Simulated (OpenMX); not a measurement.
Sheet: Mn, a sheet with vacuum.

```
Mn
1.0
     2.61432    0.00000    0.00000
     0.00000    2.61432    0.00000
     0.00000    0.00000   23.80000
Mn
1
Direct
  0.00000 0.00000 0.29412
```

The cell was built by a generator and needn't be a form met in nature.

Base run:

| Property | Result |
| --- | --- |
| Program | OpenMX 3.8.5 |
| Functional | PBE |
| Potentials or basis | OpenMX 2013 PBE set, Mn6.0-s3p2d2, grid cutoff 400 Ry |
| k mesh | 7 × 7 × 1 |
| Occupations | fermi-dirac, width 0.05 eV |
| Spin | collinear spin, ferromagnetic start |
| Starting moments | [4.0] μB |
| Hubbard terms | Mn U = 4 eV |

Its results: band gap on the k mesh none (metal or under the smearing width); net moment 4.55 μB per cell; site moments Mn +4.55 μB.

Problem. The run is repeated on the same cell with these changes: hubbard terms from Mn U = 4 eV to Mn U = 8 eV. What comes out?

Solution. Band gap on the k mesh none (metal or under the smearing width); net moment 5.00 μB per cell; site moments Mn +5.00 μB.

Caveats: no basis functions reach into the vacuum, so the work function isn't listed; U acts on the first radial function of the shell alone, so its value doesn't carry over to other programs; the basis of atomic orbitals isn't converged, which shifts pressures, moduli and gaps; the U is typed as a test and isn't derived for this compound.
